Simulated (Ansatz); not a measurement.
# B6As6 wurtzite hole sphere (B6As6): a spread of methods and bases

How do the results and run time of B6As6 wurtzite hole sphere (B6As6) respond when the settings are drawn wide?

Computed with Ansatz 0.2.0, Gaussian basis. Level: the settings change from run to run.

### 1 The geometry

An earlier PBE-D4/def2-SVP relaxation fixed the geometry.

12 atoms, charge 0, spin multiplicity 1.

Atoms are counted from 1 here; the program's logs count them from 0.

Bond lengths: B1–As2 2.016 Å, B1–B5 1.773 Å, B1–As7 2.016 Å, B1–B9 1.773 Å, As2–B4 2.107 Å, As2–B5 2.028 Å, As3–B4 2.335 Å, As3–As6 2.475 Å, As3–B8 2.338 Å, As3–As11 2.476 Å, B4–As6 2.015 Å, B4–B8 1.816 Å, B4–B12 1.869 Å, B5–B9 1.754 Å, B5–As10 2.025 Å, As6–B12 2.175 Å, As7–B8 2.107 Å, As7–B9 2.028 Å and more. Angles: As2–B1–B5 64.4°, As2–B1–As7 171.1°, As2–B1–B9 123.6°, B5–B1–As7 123.6°, B5–B1–B9 59.3°, As7–B1–B9 64.4°, B1–As2–B4 59.1°, B1–As2–B5 52.0°, B4–As2–B5 59.4°, B4–As3–As6 49.4°, B4–As3–B8 45.7°, B4–As3–As11 83.3°, As6–As3–B8 83.3°, As6–As3–As11 86.7°, B8–As3–As11 49.4°, As2–B4–As3 148.9°, As2–B4–As6 122.4°, As2–B4–B8 121.5° and more.

### 2 r2SCAN0/ANO-RCC-VTZP

Set apart from the defaults: multiplicity 3, density fitting with def2-universal-jkfit, a point charge of 2.00 e beside it, D3(BJ) with three-body dispersion.

Contents of in.yaml:

```yaml
crystal:
  periodic: [false, false, false]
  atoms:
    - {symbol: B, position_ang: [-0.007928, -1.009687, -1.356890]}
    - {symbol: As, position_ang: [-2.017572, -1.146977, -1.281125]}
    - {symbol: As, position_ang: [0.006189, -1.126485, 2.490260]}
    - {symbol: B, position_ang: [-0.907002, -0.570758, 0.414742]}
    - {symbol: B, position_ang: [-0.881189, 0.532829, -1.311756]}
    - {symbol: As, position_ang: [-1.689314, 0.569800, 1.880425]}
    - {symbol: As, position_ang: [2.001766, -1.155973, -1.298958]}
    - {symbol: B, position_ang: [0.909104, -0.573740, 0.405755]}
    - {symbol: B, position_ang: [0.872743, 0.528994, -1.320778]}
    - {symbol: As, position_ang: [0.000827, 2.341960, -1.092069]}
    - {symbol: As, position_ang: [1.707387, 0.560171, 1.866340]}
    - {symbol: B, position_ang: [0.004999, 1.049856, 0.604065]}
basis:
  gaussian: {orbitals: ANO-RCC-VTZP, fitting: {mean_field: def2-universal-jkfit}, point_charges: [{charge: 2.00, position_ang: [6.977, -0.393, 0.391]}]}
magnetization: {spin_polarized: true, initial_magnetization: 2}
hamiltonian: {xc: {name: r2SCAN0}, dispersion: d3bjatm}
scf: {omitted_lower_state_checks: [starts]}
output: {forces: true}
```

On the command line:

```bash
> ansatz run in.yaml --threads 2 --pin off --events-out ev --progress --plain --max-ram 32768MiB --backend cuda --devices 0, --max-vram 18GiB
```

Log:

```text
Functional definition: r2SCAN0
  name "r2SCAN0"
  cite "Bursch, Neugebauer, Ehlert & Grimme, J. Chem. Phys. 156, 134105 (2022) doi:10.1063/5.0086040"
  cite "Furness, Kaplan, Ning, Perdew & Sun, J. Phys. Chem. Lett. 11, 8208 (2020) doi:10.1021/acs.jpclett.0c02405"
  cite "Furness, Kaplan, Ning, Perdew & Sun, J. Phys. Chem. Lett. 11, 9248 (2020) doi:10.1021/acs.jpclett.0c03077"
  parent r2scan
  parameter a = 0.25
  parameter k0 = 0.174
  parameter k1 = 0.065
  parameter a1 = 4.9479
  exchange = (1 - a)*r2scan_x(k0 = k0, k1 = k1, a1 = a1) + a*exact_x
  correlation = r2scan_c
these checks for a lower state are left out or cut short: starts
2046 factors; integrals over basis functions are off by at most 9.0e-1 eV
mean field evaluation 1: about -373143.9083 eV, gradient 6.6e1 eV
mean field evaluation 2: about -372916.2069 eV, gradient 1.9e2 eV
mean field evaluation 4: about -373157.0115 eV, gradient 3.8e1 eV
mean field evaluation 8: about -373166.2241 eV, gradient 5.8e-1 eV
mean field evaluation 16: about -373166.2389 eV, gradient 1.1e-1 eV
mean field evaluation 32: about -373166.2458 eV, gradient 2.7e-3 eV
mean field -373166.24580576 eV, -13713.6065921956 hartree, gradient 6.6e-6 eV, S^2 2.027293; 0 other end points of the search recorded, 0 dependent functions left out
the calculation of the forces begins
reference -373166.24584110 eV, -13713.6065934942 hartree; 115, 113 occupied and 323, 325 virtual orbitals, 2046 factors
Total energy: -373166.64187112 eV, -13713.6211473290 hartree
Relativity: scalar
Atom 0 at    -0.007928    -1.009687    -1.356890 Å, force    -0.228270     0.255610     0.558449 eV/Å
Atom 1 at    -2.017572    -1.146977    -1.281125 Å, force     0.595713     0.202486     0.284334 eV/Å
Atom 2 at     0.006189    -1.126485     2.490260 Å, force     0.658303    -0.680478    -0.337141 eV/Å
Atom 3 at    -0.907002    -0.570758     0.414742 Å, force     0.959279     0.273122    -1.004249 eV/Å
Atom 4 at    -0.881189     0.532829    -1.311756 Å, force     0.044049     0.126788    -0.128761 eV/Å
Atom 5 at    -1.689314     0.569800     1.880425 Å, force     0.974051     0.331965    -0.038509 eV/Å
Atom 6 at     2.001766    -1.155973    -1.298958 Å, force    -0.053959     0.263586     0.699928 eV/Å
Atom 7 at     0.909104    -0.573740     0.405755 Å, force    -1.105665    -0.840274     0.338215 eV/Å
Atom 8 at     0.872743     0.528994    -1.320778 Å, force    -0.508151     0.172609    -0.144452 eV/Å
Atom 9 at     0.000827     2.341960    -1.092069 Å, force     0.127782    -0.737561     0.452400 eV/Å
Atom 10 at     1.707387     0.560171     1.866340 Å, force    -0.266418     0.447516     0.356317 eV/Å
Atom 11 at     0.004999     1.049856     0.604065 Å, force    -0.434119     0.196862    -1.001790 eV/Å
Dipole moment:    -2.403484     0.131789     0.186592 e Å
Checks for a lower state left out: starts
```

Wall time 33 s (1 × H100 (card shared with other runs) with 2 threads of AMD EPYC 7R13, shared host); peak host memory 2.4 GiB.

Largest force 1.429 eV/Å, dipole 11.60 D, ⟨S²⟩ 2.027.

### 3 wB97M-V/pcseg-2

This run has atoms shaken by 0.03 Å, density fitting with def2-universal-jkfit, a grid of angular degree 23.

Contents of in.yaml:

```yaml
crystal:
  periodic: [false, false, false]
  atoms:
    - {symbol: B, position_ang: [0.012112, -0.996161, -1.308354]}
    - {symbol: As, position_ang: [-2.019955, -1.141261, -1.323259]}
    - {symbol: As, position_ang: [-0.092581, -1.103929, 2.537437]}
    - {symbol: B, position_ang: [-0.909736, -0.532985, 0.435713]}
    - {symbol: B, position_ang: [-0.840844, 0.526169, -1.352131]}
    - {symbol: As, position_ang: [-1.692822, 0.565987, 1.879218]}
    - {symbol: As, position_ang: [2.018314, -1.162191, -1.294484]}
    - {symbol: B, position_ang: [0.927322, -0.569731, 0.429787]}
    - {symbol: B, position_ang: [0.818079, 0.518717, -1.287128]}
    - {symbol: As, position_ang: [0.022897, 2.300283, -1.048192]}
    - {symbol: As, position_ang: [1.705004, 0.583452, 1.827726]}
    - {symbol: B, position_ang: [-0.006753, 1.018662, 0.616992]}
basis:
  gaussian: {orbitals: pcseg-2, fitting: {mean_field: def2-universal-jkfit}, final_grid: {core_spheres: 8, valence_spheres: 7, degree: 23}}
hamiltonian: {xc: {name: wB97M-V}}
```

Same command.

Log:

```text
Functional definition: wB97M-V
  name "wB97M-V"
  cite "Mardirossian & Head-Gordon, J. Chem. Phys. 144, 214110 (2016) doi:10.1063/1.4952647"
  cite "Becke, J. Chem. Phys. 107, 8554 (1997) doi:10.1063/1.475007"
  cite "Vydrov & Van Voorhis, J. Chem. Phys. 133, 244103 (2010) doi:10.1063/1.3521275"
  # Of w^i u^j: cxij and so on, Table III.
  parameter omega = 0.3/bohr
  parameter cx = 0.15
  parameter cx01 = 1.007
  parameter cx10 = 0.259
  parameter css00 = 0.443
  parameter css04 = -1.437
  parameter css10 = -4.535
  parameter css20 = -3.390
  parameter css43 = 4.278
  parameter cos00 = 1.000
  parameter cos10 = 1.358
  parameter cos20 = 2.924
  parameter cos21 = -8.812
  parameter cos60 = -1.390
  parameter cos61 = 9.142
  parameter b = 6.0
  parameter c = 0.01
  gx(w, u) = 1 - cx + cx01*u + cx10*w
  gss(w, u) = css00 + css04*u^4 + css10*w + css20*w^2 + css43*w^4*u^3
  gos(w, u) = cos00 + cos10*w + (cos20 + cos21*u)*w^2 + (cos60 + cos61*u)*w^6
  exchange = spin_sum(e_x_unif_sr(omega)*gx(b97_w, b97_u_x)) + cx*exact_x_sr(omega) + exact_x_lr(omega)
  correlation = spin_sum(e_c_pw_mod_same_spin*gss(b97_w, b97_u_same))
      + integral(e_c_pw_mod_opposite_spin*gos(b97_w_opposite, b97_u_opposite)) + vv10(b, c)
2046 factors; integrals over basis functions are off by at most 3.6e-1 eV
2046 factors; integrals over basis functions are off by at most 6.2e-7 eV
mean field evaluation 1: about -369071.1161 eV, gradient 9.2e1 eV
mean field evaluation 2: about -369020.4634 eV, gradient 1.6e2 eV
mean field evaluation 4: about -369091.1279 eV, gradient 5.1e0 eV
mean field evaluation 8: about -369091.2188 eV, gradient 3.6e-1 eV
mean field evaluation 16: about -369091.2213 eV, gradient 2.6e-3 eV
mean field -369091.22128408 eV, -13563.8522031747 hartree, gradient 8.6e-5 eV, S^2 0.000000; 0 other end points of the search recorded, 0 dependent functions left out
reference -369091.22134304 eV, -13563.8522053414 hartree; 114, 114 occupied and 324, 324 virtual orbitals, 2046 factors
Total energy: -369091.22134304 eV, -13563.8522053414 hartree
```

Run time: 5.5 s. Hardware: 1 × H100 (card shared with other runs) with 2 threads of AMD EPYC 7R13, shared host; peak host memory 0.89 GiB.

### 4 r2SCAN/def2-SVPD

This run has atoms shaken by 0.03 Å, density fitting with cc-pVTZ-jkfit.

Contents of in.yaml:

```yaml
crystal:
  periodic: [false, false, false]
  atoms:
    - {symbol: B, position_ang: [-0.073333, -1.019818, -1.377501]}
    - {symbol: As, position_ang: [-2.002448, -1.183281, -1.285166]}
    - {symbol: As, position_ang: [-0.025074, -1.119341, 2.480692]}
    - {symbol: B, position_ang: [-0.922388, -0.553106, 0.430982]}
    - {symbol: B, position_ang: [-0.891187, 0.527665, -1.300315]}
    - {symbol: As, position_ang: [-1.707790, 0.579076, 1.906326]}
    - {symbol: As, position_ang: [1.978126, -1.156242, -1.249921]}
    - {symbol: B, position_ang: [0.911473, -0.564714, 0.369044]}
    - {symbol: B, position_ang: [0.883251, 0.548824, -1.352024]}
    - {symbol: As, position_ang: [-0.042468, 2.337644, -1.070431]}
    - {symbol: As, position_ang: [1.683225, 0.532074, 1.853218]}
    - {symbol: B, position_ang: [-0.054723, 1.039568, 0.606081]}
basis:
  gaussian: {orbitals: def2-SVPD, fitting: {mean_field: cc-pVTZ-jkfit}}
hamiltonian: {xc: {name: r2SCAN}}
scf: {omitted_lower_state_checks: [starts]}
output: {forces: true}
```

Launched as before.

Log:

```text
Functional definition: r2SCAN
  name "r2SCAN"
  cite "Furness, Kaplan, Ning, Perdew & Sun, J. Phys. Chem. Lett. 11, 8208 (2020) doi:10.1021/acs.jpclett.0c02405"
  cite "Furness, Kaplan, Ning, Perdew & Sun, J. Phys. Chem. Lett. 11, 9248 (2020) doi:10.1021/acs.jpclett.0c03077"
  parent r2scan
  parameter k0 = 0.174
  parameter k1 = 0.065
  parameter a1 = 4.9479
  exchange = r2scan_x(k0 = k0, k1 = k1, a1 = a1)
  correlation = r2scan_c
these checks for a lower state are left out or cut short: starts
1716 factors; integrals over basis functions are off by at most 7.8e-2 eV
mean field evaluation 1: about -369029.9155 eV, gradient 1.0e2 eV
mean field evaluation 2: about -368646.9825 eV, gradient 3.2e2 eV
mean field evaluation 4: about -369036.8885 eV, gradient 7.6e1 eV
mean field evaluation 8: about -369056.7230 eV, gradient 1.1e0 eV
mean field evaluation 16: about -369056.7335 eV, gradient 2.5e-3 eV
mean field -369056.73352783 eV, -13562.5848015091 hartree, gradient 6.2e-5 eV, S^2 0.000000; 0 other end points of the search recorded, 0 dependent functions left out
the calculation of the forces begins
reference -369056.73354696 eV, -13562.5848022121 hartree; 114, 114 occupied and 234, 234 virtual orbitals, 1716 factors
Total energy: -369056.73354696 eV, -13562.5848022121 hartree
Atom 0 at    -0.073333    -1.019818    -1.377501 Å, force     1.759981     0.312371     0.010810 eV/Å
Atom 1 at    -2.002448    -1.183281    -1.285166 Å, force    -0.785361     0.161550     0.213273 eV/Å
Atom 2 at    -0.025074    -1.119341     2.480692 Å, force    -0.098175     0.010646    -0.078998 eV/Å
Atom 3 at    -0.922388    -0.553106     0.430982 Å, force    -0.125760    -0.379239    -0.146273 eV/Å
Atom 4 at    -0.891187     0.527665    -1.300315 Å, force     0.058571    -0.032866     0.017807 eV/Å
Atom 5 at    -1.707790     0.579076     1.906326 Å, force     0.088047    -0.133294    -0.144821 eV/Å
Atom 6 at     1.978126    -1.156242    -1.249921 Å, force    -0.309878     0.024370    -0.726668 eV/Å
Atom 7 at     0.911473    -0.564714     0.369044 Å, force    -0.426701     0.290226     0.875486 eV/Å
Atom 8 at     0.883251     0.548824    -1.352024 Å, force    -0.597525    -0.390963     0.070322 eV/Å
Atom 9 at    -0.042468     2.337644    -1.070431 Å, force     0.104068    -0.129498    -0.103294 eV/Å
Atom 10 at     1.683225     0.532074     1.853218 Å, force    -0.101828     0.051534     0.007493 eV/Å
Atom 11 at    -0.054723     1.039568     0.606081 Å, force     0.434560     0.215162     0.004863 eV/Å
Dipole moment:     0.009859    -0.128476     0.137121 e Å
Checks for a lower state left out: starts
```

Wall time 5 s (1 × H100 (card shared with other runs) with 2 threads of AMD EPYC 7R13, shared host); peak host memory 0.85 GiB.

Largest force 1.788 eV/Å, dipole 0.90 D.

### 5 r2SCAN/ANO-RCC-VTZP

Set apart from the defaults: atoms shaken by 0.08 Å, density fitting with def2-universal-jkfit.

Contents of in.yaml:

```yaml
crystal:
  periodic: [false, false, false]
  atoms:
    - {symbol: B, position_ang: [0.032044, -0.916533, -1.283570]}
    - {symbol: As, position_ang: [-1.969167, -1.159387, -1.315248]}
    - {symbol: As, position_ang: [0.054241, -1.098664, 2.477436]}
    - {symbol: B, position_ang: [-0.837203, -0.620246, 0.433040]}
    - {symbol: B, position_ang: [-0.926784, 0.580889, -1.244970]}
    - {symbol: As, position_ang: [-1.624956, 0.524255, 1.833998]}
    - {symbol: As, position_ang: [1.995094, -1.133001, -1.026602]}
    - {symbol: B, position_ang: [0.973822, -0.618919, 0.444756]}
    - {symbol: B, position_ang: [1.003259, 0.505926, -1.215234]}
    - {symbol: As, position_ang: [0.044211, 2.264809, -1.062832]}
    - {symbol: As, position_ang: [1.833027, 0.533227, 1.864293]}
    - {symbol: B, position_ang: [0.029332, 0.947904, 0.550468]}
basis:
  gaussian: {orbitals: ANO-RCC-VTZP, fitting: {mean_field: def2-universal-jkfit}}
hamiltonian: {xc: {name: r2SCAN}}
```

Same command.

Log:

```text
Functional definition: r2SCAN
  name "r2SCAN"
  cite "Furness, Kaplan, Ning, Perdew & Sun, J. Phys. Chem. Lett. 11, 8208 (2020) doi:10.1021/acs.jpclett.0c02405"
  cite "Furness, Kaplan, Ning, Perdew & Sun, J. Phys. Chem. Lett. 11, 9248 (2020) doi:10.1021/acs.jpclett.0c03077"
  parent r2scan
  parameter k0 = 0.174
  parameter k1 = 0.065
  parameter a1 = 4.9479
  exchange = r2scan_x(k0 = k0, k1 = k1, a1 = a1)
  correlation = r2scan_c
2046 factors; integrals over basis functions are off by at most 9.0e-1 eV
mean field evaluation 1: about -373139.0389 eV, gradient 1.2e2 eV
mean field evaluation 2: about -372700.9077 eV, gradient 3.5e2 eV
mean field evaluation 4: about -373125.6632 eV, gradient 1.2e2 eV
mean field evaluation 8: about -373171.9077 eV, gradient 1.4e0 eV
mean field evaluation 16: about -373171.9105 eV, gradient 3.0e-3 eV
mean field -373171.91048551 eV, -13713.8147653367 hartree, gradient 1.8e-5 eV, S^2 0.000000; 0 other end points of the search recorded, 0 dependent functions left out
reference -373171.91050752 eV, -13713.8147661454 hartree; 114, 114 occupied and 324, 324 virtual orbitals, 2046 factors
Total energy: -373171.91050752 eV, -13713.8147661454 hartree
Relativity: scalar
```

Run time: 13 s. Hardware: 1 × H100 (card shared with other runs) with 2 threads of AMD EPYC 7R13, shared host; peak host memory 1.1 GiB.

### 6 The runs in one table

| level | charge | multiplicity | geometry | functions | energy (eV) | time |
| --- | --- | --- | --- | --- | --- | --- |
| r2SCAN0/ANO-RCC-VTZP | 0 | 3 | relaxed, point charge | 438 | -373166.642 | 33 s |
| wB97M-V/pcseg-2 | 0 | 1 | shaken | 438 | -369091.221 | 5.5 s |
| r2SCAN/def2-SVPD | 0 | 1 | shaken | 348 | -369056.734 | 5 s |
| r2SCAN/ANO-RCC-VTZP | 0 | 1 | shaken | 438 | -373171.911 | 13 s |

### 7 What came out

| quantity | value |
| --- | --- |
| runs | 4 |
| quickest | r2SCAN/def2-SVPD, 5 s |
| slowest | r2SCAN0/ANO-RCC-VTZP, 33 s |

The runs differ in state or geometry as well as level, so their energies can't be set against each other. Run time spans a factor of 6, from r2SCAN/def2-SVPD to r2SCAN0/ANO-RCC-VTZP. The jobs differ in tasks and options as well as level.
